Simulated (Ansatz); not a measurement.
# CaWO4 (Scheelite): the cost of one run

Method: DFT, PBE, plane-wave PAW, default files, scalar-relativistic, as far as a step names no other, in Ansatz 0.2.0.

## Step 1: The system as given

Symmetry: I4_1/a, No. 88, tetragonal system. The conventional cell has a = 5.174 Å, b = 5.174 Å, c = 11.197 Å, α = 90.00°, β = 90.00°, γ = 90.00°. Ca (site symmetry -4) has 8 O at 2.33 to 2.46 Å as nearest neighbours. Around W (site symmetry -4) lie 4 O at 1.82 Å. O (site symmetry 1) has 1 W at 1.82 Å and 2 Ca at 2.33 to 2.46 Å as nearest neighbours.

Structure file:

```
CELL_PARAMETERS angstrom
-2.58700 2.58700 5.59850
2.58700 -2.58700 5.59850
2.58700 2.58700 -5.59850
ATOMIC_POSITIONS crystal
Ca 0.75000 0.25000 0.50000
Ca 0.00000 0.00000 0.00000
W 0.25000 0.75000 0.50000
W 0.50000 0.50000 0.00000
O 0.09800 0.99510 0.40650
O 0.74510 0.83860 0.39710
O 0.58860 0.69150 0.59350
O 0.44150 0.34800 0.60290
O 0.65200 0.25490 0.09350
O 0.00490 0.41140 0.10290
O 0.16140 0.55850 0.90650
O 0.30850 0.90200 0.89710
```

## Step 2: First run, atoms as given

Input file input.yaml:

```yaml
crystal:
  lattice:
    - [-2.587, 2.587, 5.5985]
    - [2.587, -2.587, 5.5985]
    - [2.587, 2.587, -5.5985]
  atoms:
    - { symbol: Ca, position: [0.75, 0.25, 0.5] }
    - { symbol: Ca, position: [0.0, 0.0, 0.0] }
    - { symbol: W, position: [0.25, 0.75, 0.5] }
    - { symbol: W, position: [0.5, 0.5, 0.0] }
    - { symbol: O, position: [0.098, 0.9951, 0.4065] }
    - { symbol: O, position: [0.7451, 0.8386, 0.3971] }
    - { symbol: O, position: [0.5886, 0.6915, 0.5935] }
    - { symbol: O, position: [0.4415, 0.348, 0.6029] }
    - { symbol: O, position: [0.652, 0.2549, 0.0935] }
    - { symbol: O, position: [0.0049, 0.4114, 0.1029] }
    - { symbol: O, position: [0.1614, 0.5585, 0.9065] }
    - { symbol: O, position: [0.3085, 0.902, 0.8971] }
kpoints:
  mp_grid: { grid: [6, 6, 6] }
scf:
  occupations: { method: fermi_dirac, width: 0.02 }
hamiltonian:
  xc: pbe
  pseudopotentials: { kind: paw }
output:
  forces: true
  stress: true
  populations: true
  efg:
    quadrupole_moments_barn: { Ca: -0.0408, O: -0.02558 }
    contact_densities: true
```

On the command line:

```
ansatz run input.yaml --threads 1 --pin off --max-ram 2560MiB --backend cpu --events-out ev --progress --plain --runs-dir out
```

Q: Estimate wall time and peak memory on 1 thread of Arm Neoverse V1, shared host.

About 25 s, with a peak of 0.59 GiB.
